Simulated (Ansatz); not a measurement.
# Zr3W: the cost of one run

Program: Ansatz 0.2.0. Level of theory: DFT PBE, scalar-relativistic, plane waves, PAW. These are calculated values, not measurements.

## (1) Starting point

The structure is tetragonal, space group I4/mmm (No. 139). The conventional cell has a = 3.876 Å, b = 3.876 Å, c = 8.658 Å, α = 90.00°, β = 90.00°, γ = 90.00°. Around Zr (site symmetry 4/mmm) lie 4 W at 2.74 Å and 8 Zr at 2.91 Å. Zr (site symmetry -4m2) has 8 Zr at 2.74 to 2.91 Å and 4 W at 2.91 Å as nearest neighbours. W (site symmetry 4/mmm) is surrounded by 12 Zr at 2.74 to 2.91 Å.

Coordinates:

```
Zr W
1.0
    -1.93787    1.93787    4.32875
     1.93787   -1.93787    4.32875
     1.93787    1.93787   -4.32875
Zr W
3 1
Direct
  0.50000 0.50000 0.00000
  0.25000 0.75000 0.50000
  0.75000 0.25000 0.50000
  0.00000 0.00000 0.00000
```

This is candidate A: TiAl3 (D0_22) type (I4/mmm, No. 139).

(A quick probe on a coarse mesh, which set the mesh and smearing, is not shown.)

## (3) Coarse relaxation (candidate A)

input.yaml reads:

```yaml
crystal:
  lattice:
    - [-1.9378719642, 1.9378719642, 4.328752959]
    - [1.9378719642, -1.9378719642, 4.328752959]
    - [1.9378719642, 1.9378719642, -4.328752959]
  atoms:
    - { symbol: Zr, position: [0.5, 0.5, 0.0] }
    - { symbol: Zr, position: [0.25, 0.75, 0.5] }
    - { symbol: Zr, position: [0.75, 0.25, 0.5] }
    - { symbol: W, position: [0.0, 0.0, 0.0] }
basis:
  ecutwfc: 420
kpoints:
  mp_grid: { grid: [6, 6, 6] }
hamiltonian:
  xc: pbe
scf:
  occupations: { method: gaussian, width: 0.1 }
  lower_state_search: "off"
output:
  forces: true
  stress: true
  eigenvalues: true
relax:
  adjacent_minimum: "off"
  f_tol: 0.04
  max_steps: 70
  cell: { stress_tol: 0.4 }
```

On the command line:

```
$ ansatz run input.yaml --threads 1 --pin off --max-ram 2560MiB --backend cpu --events-out ev --progress --plain --runs-dir out
```

What time and memory should one allow on 1 thread of Arm Neoverse V1, shared host?

About 27 s, with a peak of 0.41 GiB.
